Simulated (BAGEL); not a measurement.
# Cu2 (SMILES [Cu][Cu]), run twice

Aim: the harmonic vibrations of Cu2 at RI-MP2/cc-pVDZ (density fitting with svp-jkfit).

Program for the calculation: BAGEL 1.2.2.

5 further runs of the same task are left out: 2 that didn't finish, 3 set aside as unsound or not needed.

## (1) The system as given

The species is Cu2 (2 atoms), meant as a singlet with charge 0. SMILES: `[Cu][Cu]`. The bond length is the measured one.

Bond lengths: Cu1–Cu2 2.220 Å.

## (2) Try one

Input file job.json:

```json
{ "bagel" : [

{
  "title" : "molecule",
  "basis" : "cc-pvdz.json",
  "df_basis" : "svp-jkfit",
  "angstrom" : false,
  "geometry" : [
    { "atom" : "Cu", "xyz" : [     0.00000000,     0.00000000,     0.00000000 ] },
    { "atom" : "Cu", "xyz" : [     0.00000000,     0.00000000,     4.19462508 ] }
  ]
},

{
  "title" : "hessian",
  "method" : [
    { "title" : "rmp2", "ncore" : 10 }
  ]
}

]}
```

The run is started by

```console
$ BAGEL_NUM_THREADS=1 BAGEL job.json > job.out
```

What it wrote:

```text
* using 1 threads per process

  ===============================================================
  ===============================================================

  *** Geometry ***

  { "atom" : "Cu", "xyz" : [      0.000000,      0.000000,      0.000000 ] },
  { "atom" : "Cu", "xyz" : [      0.000000,      0.000000,      4.194625 ] },

  Number of auxiliary basis functions:      528

  Since a DF basis is specified, we compute 2- and 3-index integrals:
    o Being stored without compression. Storage requirement is 0.031 GB

  Number of basis functions:       86
  Number of electrons      :       58

    * METHOD: MOLECULE                             0.46

  The Hessian will be computed with central gradient differences (analytical gradients)
  Finite difference displacement (dx) is 0.00100000 bohr
  ERROR: EXCEPTION RAISED:  RMP2 : unknown method
```

Run time: 1.1 s. Hardware: 1 thread of Arm Neoverse V1, shared host; peak memory 0.21 GiB.

## (3) What went wrong

The input was rejected.

The log says `ERROR: EXCEPTION RAISED:  RMP2 : unknown method`. What is wrong: the input text is malformed or holds a word that the program doesn't know.

## (4) Second attempt

Input file input.json:

```json
{ "bagel": [

{
  "title": "molecule",
  "basis": "cc-pvdz.json",
  "df_basis": "svp-jkfit",
  "angstrom": false,
  "geometry": [
    { "atom": "Cu", "xyz": [  0.00000000,  0.00000000,  0.00000000 ] },
    { "atom": "Cu", "xyz": [  0.00000000,  0.00000000,  4.19462508 ] }
  ]
},
{
  "title": "hessian",
  "method": [
    {
      "title": "mp2",
      "ncore": 10
    }
  ]
}

]}
```

The basis set cc-pVDZ is read from a file made from the Basis Set Exchange's data (not shown).

The run is started by

```console
$ BAGEL_NUM_THREADS=1 BAGEL input.json > input.out
```

What it wrote:

```text
* using 1 threads per process

  ===============================================================
  ===============================================================

  *** Geometry ***

  { "atom" : "Cu", "xyz" : [      0.000000,      0.000000,      0.000000 ] },
  { "atom" : "Cu", "xyz" : [      0.000000,      0.000000,      4.194625 ] },

  Number of auxiliary basis functions:      528

  Since a DF basis is specified, we compute 2- and 3-index integrals:
    o Being stored without compression. Storage requirement is 0.031 GB

  Number of basis functions:       86
  Number of electrons      :       58

    * METHOD: MOLECULE                             0.45

  The Hessian will be computed with central gradient differences (analytical gradients)
  Finite difference displacement (dx) is 0.00100000 bohr

  ++ Hessian ++

[... 8 lines left out ...]
  ++ Mass Weighted Hessian ++
[... 11 lines left out ...]
  ++ Symmetrized Mass Weighted Hessian ++
[... 11 lines left out ...]
 Mass Weighted Hessian Eigenvalues
[... 2 lines left out ...]
  ++ Mass Weighted Hessian Eigenvectors ++
[... 9 lines left out ...]
    * Vibrational frequencies, IR intensities, and corresponding cartesian eigenvectors

                                    0                   1                   2                   3                   4                   5
      Freq (cm-1)                0.00                0.00                0.00                0.00                0.00              280.20

 IR Int. (km/mol)                0.00                0.00                0.00                0.00                0.00                0.00
[... 7 lines of this table left out ...]
                5             0.08041             0.00000            -0.00000            -0.00000            -0.03745             0.08870

  ** CAUTION ** Reference object being created by Hessian is only valid for printing!

    * METHOD: HESSIAN                             76.10

  ===============================================================
```

Wall time 77 s (1 thread of Arm Neoverse V1, shared host); peak memory 0.3 GiB.

## (5) Results

Level: RI-MP2/cc-pVDZ (density fitting with svp-jkfit).

```
           quantity       value
harmonic wavenumber    280 cm⁻¹
  zero-point energy  1.7 kJ/mol
```

**Reading.** The one mode is real. The vibrations are taken at a shape not relaxed at this level, so they aren't the harmonic values of a minimum.
